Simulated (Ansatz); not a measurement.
Runs of Ansatz 0.2.0 on InSb3. The structure is cubic, space group Pm-3m (No. 221). The conventional cell has a = 4.806 Å, b = 4.806 Å, c = 4.806 Å, α = 90.00°, β = 90.00°, γ = 90.00°. Sb (site symmetry 4/mmm) has 8 Sb at 3.40 Å and 4 In at 3.40 Å as nearest neighbours. In (site symmetry m-3m) has 12 Sb at 3.40 Å as nearest neighbours. The cell comes from a database or a generator and needn't be the stable form of this composition.

| share of exact exchange | gap on the mesh (eV) | pressure (GPa) |
| --- | --- | --- |
| 0.1 | none | -1.3 |
| 0.15 | none | -1.7 |
| 0.05 | none | -0.9 |
| 0.2 | none | (a) |

Alike in all rows: task single point; level HSE06 form with a typed share of exact exchange; potentials or basis Ansatz PAW; no spin polarisation; cell as given; k mesh 3 × 3 × 3; cutoff (eV) 420; smearing fermi-dirac 0.05 eV; the mesh is coarse, so values aren't converged.

Q: Estimate the missing entries.

A: (a) -2.0.

Caveats: all runs use coarse meshes; the PAW data sets come from PBE, with cores solved anew for the run's functional, which leaves a small shift of forces and pressure; the thresholds are loose for stress.

A k mesh can miss the band edges, and the runs leave out spin-orbit coupling on In, Sb.

A gap of «none» marks a metal or a gap under the smearing width.
